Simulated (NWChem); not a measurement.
# C2H7InO (SMILES [CH3][In]([CH3])[OH]): levels of theory compared

Aim: a comparison of 3 runs (HF/def2-SVP, PBE0/def2-SVP, MP2/3-21G) of C2H7InO. 

Program for the calculation: NWChem 7.3.0.

**1. The structure to begin with**

C2H7InO has 11 atoms, charge 0, and is taken as a singlet. SMILES: `[CH3][In]([CH3])[OH]`. The coordinates come from a PBE0-D4/def2-TZVP relaxation.

Bond lengths: C1–In2 2.148 Å, In2–C3 2.138 Å, In2–O4 2.007 Å, C1–H5 1.090 Å, C1–H6 1.090 Å, C1–H7 1.092 Å, C3–H8 1.090 Å, C3–H9 1.091 Å, C3–H10 1.091 Å, O4–H11 0.959 Å. Some angles: C1–In2–C3 136.7°, C1–In2–O4 114.2°, C3–In2–O4 109.1°, In2–C1–H5 110.1°, In2–C1–H6 111.1°, In2–C1–H7 109.5°, In2–C3–H8 108.7°, In2–C3–H9 110.5°, In2–C3–H10 110.8°, In2–O4–H11 114.0°.

**2. Energy and gradient at HF/def2-SVP (core potential) (run 1)**

File run.py:

```python
from ase import Atoms
from ase.calculators.nwchem import NWChem

mol = Atoms(['C', 'In', 'C', 'O', 'H', 'H', 'H', 'H', 'H', 'H', 'H'], positions=[
    [-1.237900, 1.174600, -1.040300],
    [0.014400, -0.256200, -0.041000],
    [1.531800, -0.211200, 1.463900],
    [-0.279600, -2.154900, -0.620200],
    [-1.551200, 0.785300, -2.009500],
    [-0.715300, 2.120700, -1.184200],
    [-2.128400, 1.363200, -0.437100],
    [1.929400, -1.218000, 1.588800],
    [1.117400, 0.131700, 2.413400],
    [2.339100, 0.465700, 1.180700],
    [-0.954500, -2.257800, -1.293900],
])

calc = NWChem(
    label='run',
    theory='scf',
    memory='2200 mb',
    basis='def2-SVP',
    basispar='spherical bse',
    scf={'nopen': '0', 'rhf': None, 'thresh': '1e-08', 'maxiter': '80'},
    **{'ecp bse': {'In library': 'def2-SVP'}},
)
mol.calc = calc

forces = mol.get_forces()
e = mol.get_potential_energy()
print(f"E = {e:.6f} eV")
print("forces (eV/A):")
for s, f in zip(mol.symbols, forces):
    print(f"{s:2s} {f[0]:10.5f} {f[1]:10.5f} {f[2]:10.5f}")
print("dipole (e A):", mol.get_dipole_moment().round(4))
```

Command:

```
$ export ASE_NWCHEM_COMMAND="nwchem PREFIX.nwi > PREFIX.nwo"
$ python run.py
```

The log of the run:

```text
E = -9354.089907 eV
forces (eV/A):
C    -0.12367    0.21469   -0.08824
In    0.00843   -0.36067   -0.03826
C     0.21042    0.12670    0.22045
O    -0.76362    0.01820   -0.73755
H    -0.03255    0.05651   -0.02340
H    -0.05471    0.03893   -0.04139
H    -0.03039    0.04042   -0.03471
H     0.02381    0.01712    0.02689
H     0.06489   -0.00720    0.04952
H     0.05914   -0.01306    0.06942
H     0.63825   -0.13164    0.59727
dipole (e A): [-0.1354  0.5504 -0.0425]
```

The calculator wrote run.nwi:

```
title "run"

permanent_dir run

scratch_dir run

start run

geometry units angstrom nocenter noautosym noautoz
  C  -1.2379000000000000e+00 1.1746000000000001e+00 -1.0403000000000000e+00
  In 1.4400000000000000e-02 -2.5619999999999998e-01 -4.1000000000000002e-02
  C  1.5318000000000001e+00 -2.1120000000000000e-01 1.4639000000000000e+00
  O  -2.7960000000000002e-01 -2.1549000000000000e+00 -6.2019999999999997e-01
  H  -1.5511999999999999e+00 7.8530000000000000e-01 -2.0095000000000001e+00
  H  -7.1530000000000005e-01 2.1206999999999998e+00 -1.1841999999999999e+00
  H  -2.1284000000000001e+00 1.3632000000000000e+00 -4.3709999999999999e-01
  H  1.9294000000000000e+00 -1.2180000000000000e+00 1.5888000000000000e+00
  H  1.1173999999999999e+00 1.3170000000000001e-01 2.4134000000000002e+00
  H  2.3391000000000002e+00 4.6570000000000000e-01 1.1807000000000001e+00
  H  -9.5450000000000002e-01 -2.2578000000000000e+00 -1.2939000000000001e+00
end

memory 2200 mb

basis spherical bse noprint
   * library def2-SVP
end

scf
  nopen 0
  rhf
  thresh 1e-08
  maxiter 80
end
ecp bse
  In library def2-SVP
end

task scf gradient
```

run.nwo (excerpt; [...] marks lines left out):

```text
[...]
      One-electron energy =   -929.964227185244
[... 1 line left out ...]
 Nuclear repulsion energy =    193.003923535975
[... 42 lines left out ...]
                       ROHF Final Molecular Orbital Analysis
[... 283 lines left out ...]
     1   1 0 0     -0.255873      0.000000     -0.254168
[...]
  wavefunction    =   RHF
                         RHF ENERGY GRADIENTS
    atom               coordinates                        gradient
                 x          y          z           x          y          z
   1 C      -2.339292   2.219672  -1.965882    0.002405  -0.004175   0.001716
   2 In      0.027212  -0.484148  -0.077479   -0.000164   0.007014   0.000744
   3 C       2.894682  -0.399110   2.766370   -0.004092  -0.002464  -0.004287
[... 7 lines of this table left out ...]
  11 H      -1.803743  -4.266623  -2.445116   -0.012412   0.002560  -0.011615
[...]
```

It took 22 s on 1 thread of Intel Xeon 6975P-C (Granite Rapids), shared host; peak memory 0.1 GiB.

**3. Energy and gradient at PBE0/def2-SVP (core potential) (run 2)**

File work.nw:

```
START work
memory stack 880 mb heap 220 mb global 1100 mb
charge 0
GEOMETRY noautosym nocenter noautoz
C     -1.237900     1.174600    -1.040300
In     0.014400    -0.256200    -0.041000
C      1.531800    -0.211200     1.463900
O     -0.279600    -2.154900    -0.620200
H     -1.551200     0.785300    -2.009500
H     -0.715300     2.120700    -1.184200
H     -2.128400     1.363200    -0.437100
H      1.929400    -1.218000     1.588800
H      1.117400     0.131700     2.413400
H      2.339100     0.465700     1.180700
H     -0.954500    -2.257800    -1.293900
END
BASIS "ao basis" spherical bse
C library def2-SVP
In library def2-SVP
O library def2-SVP
H library def2-SVP
END
ECP bse
In library def2-SVP
END
DFT
xc pbe0
grid fine
convergence energy 1e-08
iterations 100
mulliken
noprint "final vectors analysis"
END
TASK dft gradient
```

Command:

```
$ nwchem work.nw > work.out
```

The log of the run (excerpt; [...] marks lines left out):

```text
[...]
          Wavefunction type:  closed shell.
          No. of atoms     :    11
          No. of electrons :    48
[...]
          Charge           :     0
          Spin multiplicity:     1
[...]
          AO basis - number of functions:   103
[...]
              XC Information
              --------------
                         PBE0 Method XC Functional
                     Hartree-Fock (Exact) Exchange  0.250
          PerdewBurkeErnzerhof Exchange Functional  0.750
            Perdew 1991 LDA Correlation Functional  1.000 local
           PerdewBurkeErnz. Correlation Functional  1.000 non-local
[...]
 d= 0,ls=0.0,diis     1   -345.3789824980 -5.38D+02  1.78D-02  7.92D-01     2.6
[...]
 d= 0,ls=0.0,diis    10   -345.4792706152 -1.69D-09  4.54D-07  3.36D-09    20.9
         Total DFT energy =     -345.479270615189
      One electron energy =     -930.215773009525
           Coulomb energy =      430.355198306043
    Exchange-Corr. energy =      -38.622619447682
 Nuclear repulsion energy =      193.003923535975
[...]
      Total Density - Mulliken Population Analysis
     ---------------------------------------------
[...]
  wavefunction    = closed shell
                         DFT ENERGY GRADIENTS
    atom               coordinates                        gradient
                 x          y          z           x          y          z
   1 C      -2.339292   2.219672  -1.965882   -0.002045   0.001607  -0.001553
   2 In      0.027212  -0.484148  -0.077479    0.000241  -0.001319  -0.000319
   3 C       2.894682  -0.399110   2.766370    0.002109  -0.000608   0.002149
   4 O      -0.528367  -4.072171  -1.172008   -0.002058   0.003572  -0.001540
   5 H      -2.931343   1.484002  -3.797404    0.001779   0.001923   0.005432
   6 H      -1.351721   4.007542  -2.237814   -0.002889  -0.005301   0.000908
   7 H      -4.022093   2.576074  -0.825999    0.004795  -0.000948  -0.003410
   8 H       3.646037  -2.301686   3.002397   -0.002167   0.005619  -0.000650
   9 H       2.111580   0.248877   4.560665    0.002282  -0.001777  -0.005205
  10 H       4.420258   0.880045   2.231199   -0.004537  -0.003596   0.001508
  11 H      -1.803743  -4.266623  -2.445116    0.002490   0.000829   0.002680
[...]
```

Run time: 27 s. Hardware: 1 thread of Intel Xeon 6975P-C (Granite Rapids), shared host; peak memory 0.13 GiB.

**4. Energy and gradient at MP2/3-21G (run 3)**

File c2h7ino.nw:

```
START c2h7ino
TITLE "C2H7InO mp2"
memory 2200 mb

GEOMETRY units angstroms noautosym nocenter noautoz
  C     -1.237900     1.174600    -1.040300
  In     0.014400    -0.256200    -0.041000
  C      1.531800    -0.211200     1.463900
  O     -0.279600    -2.154900    -0.620200
  H     -1.551200     0.785300    -2.009500
  H     -0.715300     2.120700    -1.184200
  H     -2.128400     1.363200    -0.437100
  H      1.929400    -1.218000     1.588800
  H      1.117400     0.131700     2.413400
  H      2.339100     0.465700     1.180700
  H     -0.954500    -2.257800    -1.293900
END

BASIS spherical bse
  C library 3-21G
  In library 3-21G
  O library 3-21G
  H library 3-21G
END

SCF
  thresh 1e-08
  maxiter 80
  print medium
END

MP2
  freeze core 21
  tight
END

TASK mp2 gradient
```

Command:

```
$ nwchem c2h7ino.nw > c2h7ino.out
```

The log of the run:

```text
[...]
  functions       =    72
[...]
  wavefunction    = RHF
[...]
         Total SCF energy =  -5868.575503522829
      One-electron energy =  -8849.428129065776
      Two-electron energy =   2607.288676515501
 Nuclear repulsion energy =    373.563949027447
        Time for solution =      6.0s
[...]
          Total MP2 energy         -5868.920656548246
[...]
                         mp2 ENERGY GRADIENTS
    atom               coordinates                        gradient
                 x          y          z           x          y          z
   1 C      -2.339292   2.219672  -1.965882    0.003497  -0.005997   0.001002
   2 In      0.027212  -0.484148  -0.077479    0.001345   0.019197   0.004882
   3 C       2.894682  -0.399110   2.766370   -0.004600  -0.004426  -0.005486
   4 O      -0.528367  -4.072171  -1.172008   -0.019721  -0.013870  -0.021623
   5 H      -2.931343   1.484002  -3.797404    0.002032  -0.001439   0.003675
   6 H      -1.351721   4.007542  -2.237814   -0.000228  -0.003107   0.001768
   7 H      -4.022093   2.576074  -0.825999    0.003360  -0.001685  -0.000151
   8 H       3.646037  -2.301686   3.002397   -0.002112   0.002221  -0.001376
   9 H       2.111580   0.248877   4.560665   -0.001044  -0.000136  -0.003819
  10 H       4.420258   0.880045   2.231199   -0.003796  -0.000782  -0.001243
  11 H      -1.803743  -4.266623  -2.445116    0.021267   0.010023   0.022372
[...]
```

Wall time 17 s (1 thread of Intel Xeon 6975P-C (Granite Rapids), shared host); peak memory 0.18 GiB.

**5. The series**

```csv
run,level,iteration cap,module,energy (Eh),dipole moment (D),HOMO energy (eV),LUMO energy (eV),wall time
1,HF/def2-SVP (core potential),80,scf,-343.756466,2.73,-10.18,1.91,22 s
2,PBE0/def2-SVP (core potential),100,dft,-345.479271,2.31,–,–,27 s
3,MP2/3-21G,80,mp2,-5868.920657,2.11,-10.00,2.11,17 s
```

**6. Results**

| quantity | value |
| --- | --- |
| run 3: total energy | -5868.92066 Eh |
| run 3: dipole moment (of the density that the program reports) | 2.11 D |
| run 3: HOMO energy (Hartree–Fock orbitals) | -10.00 eV |
| run 3: LUMO energy (Hartree–Fock orbitals) | 2.11 eV |
| run 3: HOMO–LUMO gap (Hartree–Fock orbitals) | 12.11 eV |
| run 3: correlation energy (21 core orbitals frozen) | -345.2 mEh |
| run 3: largest force on an atom | 1.669 eV/Å |

What this shows: The dipole moment (its size) runs from 2.11 D (MP2/3-21G) to 2.73 D (HF/def2-SVP). The two ends differ in method and basis and core potential. Some runs of one species differ in core potentials or relativity; totals across that change don't compare. In run 3 relativity is left out where basis or elements ask for it. All runs together took 65 s, the longest 27 s.
